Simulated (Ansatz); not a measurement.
Geometry optimisation, Ansatz, DFT r2SCAN, scalar-relativistic, plane waves, PAW.

Input:

```yaml
crystal:
  lattice:
    - [0.0, 5.43, 5.43]
    - [5.43, 0.0, 5.43]
    - [5.43, 5.43, 0.0]
  atoms:
    - { symbol: Si, position: [0.0, 0.0, 0.0] }
    - { symbol: Si, position: [0.125, 0.125, 0.125] }
    - { symbol: Si, position: [0.0, 0.0, 0.5] }
    - { symbol: Si, position: [0.125, 0.125, 0.625] }
    - { symbol: Si, position: [0.0, 0.5, 0.0] }
    - { symbol: Si, position: [0.125, 0.625, 0.125] }
    - { symbol: Si, position: [0.0, 0.5, 0.5] }
    - { symbol: Si, position: [0.125, 0.625, 0.625] }
    - { symbol: Si, position: [0.5, 0.0, 0.0] }
    - { symbol: Si, position: [0.625, 0.125, 0.125] }
    - { symbol: Si, position: [0.5, 0.0, 0.5] }
    - { symbol: Si, position: [0.625, 0.125, 0.625] }
    - { symbol: Si, position: [0.5, 0.5, 0.0] }
    - { symbol: Si, position: [0.625, 0.625, 0.125] }
    - { symbol: Si, position: [0.5, 0.5, 0.5] }
    - { symbol: Si, position: [0.625, 0.625, 0.625] }
    - { symbol: "N", position: [0.56673213, 0.31561485, 0.30987576], spin: 1.0 }
magnetization:
  spin_polarized: true
basis:
  ecutwfc: 500.0
kpoints:
  mp_grid: { grid: [2, 2, 2] }
hamiltonian:
  xc: r2scan
  pseudopotentials: { kind: paw, azcp: { folder: soft_1 } }
scf:
  occupations: { method: fermi_dirac, width: 0.02 }
  lower_state_search: "off"
relax:
  f_tol: 0.03
  max_steps: 60
  adjacent_minimum: "off"
output:
  write_density: true
  write_potential: true
  elf: true
  volumetric_format: npy
```

Command:

```bash
$ ansatz run input.yaml --threads 4 --pin off --max-ram 10240MiB --backend cpu --events-out ev --progress --plain --runs-dir out
```

Question: Where does it end, and by what steps?

Answer: It converged. Limits of this set-up: coarse k mesh, a small cell, in which the defect meets its images. After 19 steps the energy has fallen by 1.805 eV; N17 moved furthest, 1.29 Å. Parted: Si14–Si15 (2.35 → 3.05 Å).

```csv
step,energy less start (eV),largest force component (eV/Å),accepted
0,0.0000,0.499,yes
1,-0.0929,0.266,yes
2,-0.1273,0.390,yes
3,-0.2348,0.909,yes
4,-0.6126,1.184,yes
5,-0.9678,2.206,yes
6,-1.3468,1.031,yes
7,-1.5489,0.808,yes
8,-1.6073,0.484,yes
9,-1.6058,1.234,no
10,-1.6614,0.156,yes
11,-1.6819,0.236,yes
12,-1.7157,0.311,yes
13,-1.7421,0.699,yes
14,-1.7353,0.589,no
15,-1.7846,0.146,yes
16,-1.7924,0.231,yes
17,-1.8014,0.090,yes
18,-1.8052,0.030,yes
19,-1.8055,0.011,yes
```

```xyz
17
Lattice="0.0000 5.4300 5.4300 5.4300 0.0000 5.4300 5.4300 5.4300 0.0000" Properties=species:S:1:pos:R:3
Si -0.025 0.056 -0.062
Si 1.333 1.407 1.287
Si 2.681 2.760 -0.077
Si 4.038 4.118 1.267
Si 2.614 0.154 2.809
Si 4.118 1.445 3.990
Si 5.449 2.740 2.545
Si 6.737 4.081 3.973
Si 0.080 2.691 2.807
Si 1.363 4.201 3.988
Si 2.659 5.530 2.544
Si 4.001 6.819 3.970
Si 2.836 2.920 5.268
Si 3.725 3.801 7.327
Si 5.272 5.354 5.202
Si 6.729 6.811 6.549
N 4.089 4.172 5.705
```

Whether the end is a true minimum wasn't checked by a vibrational analysis.

Time of the run: 14 min on 4 threads of Arm Neoverse V1, on a shared host, peak memory 1.7 GiB.
